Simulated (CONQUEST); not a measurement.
# Cl2AlI in CONQUEST: settings compared

The runs below take Cl2AlI through density of states, with LDA-VWN, revPBE.

All numbers are computed with CONQUEST 1.3; they aren't measurements. Logs are shortened: lines on timing, memory, paths and dates and some standing lists are left out, and cuts for length are marked.

### 1 The structure

The cell holds a molecule in a box, 4 atoms: a = 12.000 Å, b = 13.000 Å, c = 13.000 Å, α = 90.00°, β = 90.00°, γ = 90.00°.

### 2 Density of states, LDA-VWN (atoms moved at random, drawn with an rms of 0.1 Å)

The input, Conquest_input:

```
IO.Title AlICl2
IO.Coordinates coords.dat
IO.FractionalAtomicCoords F
IO.Iprint 2
IO.Iprint_init 1
General.NumberOfSpecies 3
General.PseudopotentialType hamann
General.FunctionalType -1007
General.DifferentFunctional T
AtomMove.TypeOfRun static
AtomMove.CalcStress F
Grid.GridCutoff 100
DM.SolutionMethod diagon
Diag.MPMesh T
Diag.GammaCentred T
Diag.MPMeshX 1
Diag.MPMeshY 1
Diag.MPMeshZ 1
Diag.kT 0.00036749
minE.SCTolerance 1e-3
SC.MaxIters 100
IO.AtomChargeOutput T
SC.MaxPulay 3
IO.writeDOS T
IO.write_proj_DOS T
IO.DumpChargeDensity T
IO.DumpESPot T
%block ChemicalSpeciesLabel
1 35.450 Cl
2 26.980 Al
3 126.900 I
%endblock
```

The input, coords.dat:

```
   22.6767134955     0.0000000000     0.0000000000
    0.0000000000    24.5664396201     0.0000000000
    0.0000000000     0.0000000000    24.5664396201
4
 13.6134660593  14.9879111129  10.2441807552 1 T T T
 12.0563014970  11.8891249857  11.7719676351 2 T T T
 12.8435462827  10.7276482869  15.4193714920 1 T T T
  9.3334404775   9.4217209231   9.1118889866 3 T T T
```

The input, Conquest_input (lines added for PostProcessCQ):

```
Process.Job pdos
Process.min_DOS_E -0.5839
Process.max_DOS_E 0.2161
Process.sigma_DOS 0.002
Process.n_DOS 501
Process.pDOS_l_resolved T
```

Potentials or basis: PseudoDojo NC LDA, SZP, grid cutoff 100 Ha.

Run with:

```sh
$ Conquest
$ PostProcessCQ   # after the lines are added to Conquest_input
```

Log:

```text
Simulation cell dimensions:    22.6767 a0 x    24.5664 a0 x    24.5664 a0

      Atomic coordinates (a0)
         Atom         X         Y         Z  Species
            1   13.6135   14.9879   10.2442        1
            2   12.0563   11.8891   11.7720        2
            3   12.8435   10.7276   15.4194        1
            4    9.3334    9.4217    9.1119        3

         Monkhorst-Pack mesh:   1 x   1 x   1 gamma-centred
        This calculation includes non-local pseudopotentials,
         with a maximum core radius of      8.23709393

    Job title: AlICl2
    Job to be run: static calculation

[... 5 lines left out ...]
      Using Fermi-Dirac smearing

    Integration grid size:    108 x  120 x  120

    Integration grid spacing:  0.210 a0 x 0.205 a0 x 0.205 a0

    Number of species:  3
    --------------------------------------------------------
    |   #  mass (au)  Charge (e)  SF Rad (a0)  NSF  Label  |
    --------------------------------------------------------
    |   1     35.450       7.000        5.879    9  Cl     |
    |   2     26.980       3.000        8.609    9  Al     |
    |   3    126.900       7.000        6.719    9  I      |
    --------------------------------------------------------
          SCF tolerance:                 0.00100000
          SCF iterations:               100

    LibXC version:  6. 2. 2
    Using the LDA functional Slater exchange
    Using the LDA functional Vosko, Wilk & Nusair (VWN5)

           radial cut-off to be used is taken to be max PAO cut-off radius for this species:    5.590663

           greatest ang. mom. for making density from PAOs:  2

           radial cut-off to be used is taken to be max PAO cut-off radius for this species:    8.237094

           greatest ang. mom. for making density from PAOs:  2

           radial cut-off to be used is taken to be max PAO cut-off radius for this species:    6.503269

           greatest ang. mom. for making density from PAOs:  2
    Minimum blocs/proc is    24300. Maximum blocs/proc is    24300
    set_atom_dens: In set_atomic_density, electrons :      24.000000000000
 matrix_size & matrix_size_padH =           36          36

    Screened ion int: energy:     -35.860942817025 Ha

    new_SC_potl: Starting.  Tolerance:  0.10000E-02

    PulayMixSC: Starting Pulay mixing, A_up =  0.500 A_dn =  0.500
    PulayMixSC: Spin non-polarised calculation.
          Harris-Foulkes Energy            :       -48.242620077102643 Ha
          (TS=0 as O(N) or entropic contribution is negligible)
          DFT Total Energy                 :       -48.204910085090248 Ha
          Total number of electrons        :        24.000000000000799
    PulayMixSC: Pulay iteration     1 residual:              0.33415E-02
          Harris-Foulkes Energy            :       -48.220875447075883 Ha
          (TS=0 as O(N) or entropic contribution is negligible)
          DFT Total Energy                 :       -48.218051294016533 Ha
          Total number of electrons        :        24.000021050379878
    PulayMixSC: Pulay iteration     2 residual:              0.12623E-02
          Harris-Foulkes Energy            :       -48.219040059638338 Ha
          (TS=0 as O(N) or entropic contribution is negligible)
          DFT Total Energy                 :       -48.218550082805528 Ha
          Total number of electrons        :        24.000035216007188
    PulayMixSC: Pulay iteration     3 residual:              0.51199E-03
    PulayMixSC: Reached SCF tolerance of  0.51199E-03 after      3 iterations
      | Number of electrons      =        24.000035
      |* band energy as 2Tr[K.H] =       -10.270697650619072 Ha
      |  screened ion-ion energy =       -35.860942817024750 Ha
      |  Ha correction           =        -0.228285885021783 Ha
      |  XC correction           =        -1.866639662222434 Ha
      |* Harris-Foulkes energy   =       -48.219040059638338 Ha
      |* DFT total energy        =       -48.218550082805528 Ha
      |  estimated accuracy      =        -0.000489976832810 Ha
    get_E_and_F: Change in energy during last step of electronic optimisation:  0.18354E-02

    BIBLIOGRAPHY: Please consider citing the following references in the conquest.bib file

    CONQUEST:         Bowler2002pt, Miyazaki2004, Nakata2020
    Basis:            Bowler2019
    DM:               Bowler:2006xr
    Pseudopotentials: Hamann2013, Bowler2019
    XC references from LibXC:
      P. A. M. Dirac.,  Math. Proc. Cambridge Philos. Soc. 26, 376 (1930)

    Warnings written to file Conquest_warnings; please check
```

Wall time 19 s (1 thread of Intel Xeon Platinum 8259CL at 2.50GHz (Skylake/Cascade Lake), shared host); peak memory 0.56 GiB.

These settings aren't checked as converged (typed here: SC.MaxPulay = 3; minE.SCTolerance = 1e-3): the numbers below hold their error.

Results:

| Item | Value |
| --- | --- |
| Free energy | -1312.1069 eV |
| Gap between the frontier levels | 4.68 eV |
| Mulliken charges | Cl -0.27, -0.26; Al +0.61; I -0.09 e |

Caveat: the atomic basis is small; Mulliken charges move with the basis; spin-orbit coupling is left out, which moves the levels of the heavy elements; the basis of atomic orbitals isn't converged, which shifts pressures, moduli and gaps.

### 3 Density of states, revPBE

The input, Conquest_input:

```
IO.Title AlICl2
IO.Coordinates coords.dat
IO.FractionalAtomicCoords F
IO.Iprint 2
IO.Iprint_init 1
General.NumberOfSpecies 3
General.PseudopotentialType hamann
General.DistanceUnits A
General.FunctionalType 102
General.DifferentFunctional T
AtomMove.TypeOfRun static
AtomMove.CalcStress F
Grid.GridCutoff 60
DM.SolutionMethod diagon
Diag.MPMesh T
Diag.GammaCentred T
Diag.MPMeshX 1
Diag.MPMeshY 1
Diag.MPMeshZ 1
Diag.kT 0.00036749
minE.SCTolerance 1e-6
SC.MaxIters 100
IO.AtomChargeOutput T
IO.writeDOS T
IO.write_proj_DOS T
%block ChemicalSpeciesLabel
1 35.450 Cl
2 26.980 Al
3 126.900 I
%endblock
```

The input, coords.dat:

```
   12.0000000000     0.0000000000     0.0000000000
    0.0000000000    13.0000000000     0.0000000000
    0.0000000000     0.0000000000    13.0000000000
4
  7.1310999600   8.0970500000   5.5778999900 1 T T T
  6.3558000000   6.2933500500   6.2455000400 2 T T T
  6.8376999600   5.6274500100   8.1492999900 1 T T T
  4.8948999600   4.9709500100   4.8087000000 3 T T T
```

The input, Conquest_input (lines added for PostProcessCQ):

```
Process.Job pdos
Process.min_DOS_E -0.5736
Process.max_DOS_E 0.2264
Process.sigma_DOS 0.002
Process.n_DOS 401
Process.pDOS_l_resolved T
```

Potentials or basis: PseudoDojo NC PBE, DZP, grid cutoff 60 Ha.

Run with:

```sh
$ Conquest
$ PostProcessCQ   # after the lines are added to Conquest_input
```

Log:

```text
Simulation cell dimensions:    12.0000 A  x    13.0000 A  x    13.0000 A

      Atomic coordinates (A )
         Atom         X         Y         Z  Species
            1   13.4758   15.3012   10.5407        1
            2   12.0107   11.8927   11.8023        2
            3   12.9214   10.6343   15.3999        1
            4    9.2500    9.3937    9.0871        3

         Monkhorst-Pack mesh:   1 x   1 x   1 gamma-centred
        This calculation includes non-local pseudopotentials,
         with a maximum core radius of      8.23709393

    Job title: AlICl2
    Job to be run: static calculation

[... 5 lines left out ...]
      Using Fermi-Dirac smearing

    Integration grid size:     80 x   96 x   96

    Integration grid spacing:  0.150 A  x 0.135 A  x 0.135 A

    Number of species:  3
    --------------------------------------------------------
    |   #  mass (au)  Charge (e)  SF Rad (A )  NSF  Label  |
    --------------------------------------------------------
    |   1     35.450       7.000        3.150   13  Cl     |
    |   2     26.980       3.000        4.650   13  Al     |
    |   3    126.900       7.000        3.600   13  I      |
    --------------------------------------------------------
          SCF tolerance:                 0.00000100
          SCF iterations:               100

    The functional used will be GGA revPBE98

           radial cut-off to be used is taken to be max PAO cut-off radius for this species:    5.590663

           greatest ang. mom. for making density from PAOs:  2

           radial cut-off to be used is taken to be max PAO cut-off radius for this species:    8.237094

           greatest ang. mom. for making density from PAOs:  2

           radial cut-off to be used is taken to be max PAO cut-off radius for this species:    6.503269

           greatest ang. mom. for making density from PAOs:  2
    Minimum blocs/proc is    11520. Maximum blocs/proc is    11520
    set_atom_dens: In set_atomic_density, electrons :      24.000000000000
 matrix_size & matrix_size_padH =           52          52

    Screened ion int: energy:     -35.947329132767 Ha

    new_SC_potl: Starting.  Tolerance:  0.10000E-05

    PulayMixSC: Starting Pulay mixing, A_up =  0.500 A_dn =  0.500
    PulayMixSC: Spin non-polarised calculation.
          Harris-Foulkes Energy            :       -48.229688119468946 Ha
          (TS=0 as O(N) or entropic contribution is negligible)
          DFT Total Energy                 :       -48.199564218165513 Ha
          Total number of electrons        :        23.999999999999776
    PulayMixSC: Pulay iteration     1 residual:              0.31497E-02
          Harris-Foulkes Energy            :       -48.214223480491505 Ha
          (TS=0 as O(N) or entropic contribution is negligible)
          DFT Total Energy                 :       -48.212753712608531 Ha
          Total number of electrons        :        24.000020981730305
    PulayMixSC: Pulay iteration     2 residual:              0.12682E-02
          Harris-Foulkes Energy            :       -48.213675282181519 Ha
          (TS=0 as O(N) or entropic contribution is negligible)
          DFT Total Energy                 :       -48.213464000596893 Ha
          Total number of electrons        :        24.000033206223058
    PulayMixSC: Pulay iteration     3 residual:              0.56423E-03
          Harris-Foulkes Energy            :       -48.213649669576554 Ha
          (TS=0 as O(N) or entropic contribution is negligible)
          DFT Total Energy                 :       -48.213550899743311 Ha
          Total number of electrons        :        24.000041299085293
    PulayMixSC: Pulay iteration     4 residual:              0.20621E-03
          Harris-Foulkes Energy            :       -48.213623606345763 Ha
          (TS=0 as O(N) or entropic contribution is negligible)
          DFT Total Energy                 :       -48.213618456514553 Ha
          Total number of electrons        :        24.000044569823849
    PulayMixSC: Pulay iteration     5 residual:              0.35123E-04
          Harris-Foulkes Energy            :       -48.213621733642547 Ha
          (TS=0 as O(N) or entropic contribution is negligible)
          DFT Total Energy                 :       -48.213621592908972 Ha
          Total number of electrons        :        24.000044718086073
    PulayMixSC: Pulay iteration     6 residual:              0.88233E-05
          Harris-Foulkes Energy            :       -48.213621649829477 Ha
          (TS=0 as O(N) or entropic contribution is negligible)
          DFT Total Energy                 :       -48.213621648126633 Ha
          Total number of electrons        :        24.000044710386796
    PulayMixSC: Pulay iteration     7 residual:              0.16648E-05
          Harris-Foulkes Energy            :       -48.213621649041826 Ha
          (TS=0 as O(N) or entropic contribution is negligible)
          DFT Total Energy                 :       -48.213621648978801 Ha
          Total number of electrons        :        24.000044710189943
    PulayMixSC: Pulay iteration     8 residual:              0.55155E-06
    PulayMixSC: Reached SCF tolerance of  0.55155E-06 after      8 iterations
      | Number of electrons      =        24.000045
      |* band energy as 2Tr[K.H] =        -9.926064249293715 Ha
      |  screened ion-ion energy =       -35.947329132766910 Ha
      |  Ha correction           =        -0.408909112450698 Ha
      |  XC correction           =        -1.931320345605873 Ha
      |* Harris-Foulkes energy   =       -48.213621649041826 Ha
      |* DFT total energy        =       -48.213621648978801 Ha
      |  estimated accuracy      =        -0.000000000063025 Ha
    get_E_and_F: Change in energy during last step of electronic optimisation:  0.78765E-09

    BIBLIOGRAPHY: Please consider citing the following references in the conquest.bib file

    CONQUEST:         Bowler2002pt, Miyazaki2004, Nakata2020
    Basis:            Bowler2019
    DM:               Bowler:2006xr
    Pseudopotentials: Hamann2013, Bowler2019
    XC functional:    Zhang1998

    Warnings written to file Conquest_warnings; please check
```

PostProcessCQ.log:

```text
CONQUEST charge density conversion and STM image simulation

D. R. Bowler (UCL) and A. Nakata (NIMS)

  Creating projected density of states (pDOS); also generating DOS

  Calculating density of states (DOS)
    Fermi level:     -0.12361 Ha   (=    -3.364 eV)
  Reading bands between   -0.100E+13Ha and    0.100E+13Ha
  Bands     1 to    52 were written out by CONQUEST
  DOS lower limit set by user:     -0.57360 Ha
  DOS upper limit set by user:      0.22640 Ha
  Sigma set by user:     0.002000 Ha
  Dividing DOS into   401 bins of width     0.002040 Ha
 iDOS_low is    3.0000000000000000
  DOS between      -0.582 Ha and Ef integrates to       18.000 electrons
  DOS between      -0.582 Ha and       0.234 Ha integrates to       38.000 electrons

  Calculating projected density of states (DOS)
    Resolving in l
    Producing pDOS for all atoms in cell
  Opening block file: hilbert_make_blk.dat
  Original run on        1 processors
  Results of integrating pDOS between      -0.582 and       0.234 Ha (electrons per atom).
       Atom       Total        l=0        l=1        l=2
          1       5.353      0.081      5.241      0.031
          2       2.111      0.598      0.945      0.568
          3       5.353      0.081      5.241      0.031
          4       5.183      0.090      5.060      0.033
  Integrated pDOS:      18.000 electrons
```

Run time: 27 s. Hardware: 1 thread of Intel Xeon Platinum 8259CL at 2.50GHz (Skylake/Cascade Lake), shared host; peak memory 0.42 GiB.

Results:

| Property | Result |
| --- | --- |
| Free energy | -1311.9595 eV |
| Gap between the frontier levels | 4.77 eV |
| Mulliken charges | Cl -0.21; Al +0.46; I -0.03 e |

States per cell in windows of 1 eV (zero at the valence-band top; states under -8 eV left out):
| from (eV) | total | Cl_p | I_p | Al_p | Al_s | Al_d | I_d |
| --- | --- | --- | --- | --- | --- | --- | --- |
| -8.0 | 0.00 | 0.00 | 0.00 | 0.00 | 0.00 | 0.00 | 0.00 |
| -7.0 | 0.00 | 0.00 | 0.00 | 0.00 | 0.00 | 0.00 | 0.00 |
| -6.0 | 0.00 | 0.00 | 0.00 | 0.00 | 0.00 | 0.00 | 0.00 |
| -5.0 | 2.00 | 1.12 | 0.17 | 0.00 | 0.54 | 0.00 | 0.01 |
| -4.0 | 0.03 | 0.02 | 0.00 | 0.00 | 0.00 | 0.00 | 0.00 |
| -3.0 | 3.97 | 2.48 | 0.79 | 0.56 | 0.04 | 0.01 | 0.01 |
| -2.0 | 8.00 | 6.60 | 0.60 | 0.30 | 0.02 | 0.43 | 0.00 |
| -1.0 | 3.23 | 0.19 | 2.83 | 0.07 | 0.00 | 0.13 | 0.00 |
| 0.0 | 0.77 | 0.07 | 0.67 | 0.01 | 0.00 | 0.02 | 0.00 |
| 1.0 | 0.00 | 0.00 | 0.00 | 0.00 | 0.00 | 0.00 | 0.00 |
| 2.0 | 0.00 | 0.00 | 0.00 | 0.00 | 0.00 | 0.00 | 0.00 |
| 3.0 | 0.00 | 0.00 | 0.00 | 0.00 | 0.00 | 0.00 | 0.00 |
| 4.0 | 4.00 | 0.48 | 0.43 | 1.46 | 1.07 | 0.25 | 0.17 |
| 5.0 | 0.00 | 0.00 | 0.00 | 0.00 | 0.00 | 0.00 | 0.00 |
| 6.0 | 0.00 | 0.00 | 0.00 | 0.00 | 0.00 | 0.00 | 0.00 |
| 7.0 | 2.72 | 0.15 | 0.13 | 1.32 | 0.01 | 0.49 | 0.41 |

Caveat: the log labels positions in bohr as Å; Mulliken charges move with the basis; spin-orbit coupling is left out, which moves the levels of the heavy elements; the basis of atomic orbitals isn't converged, which shifts pressures, moduli and gaps.
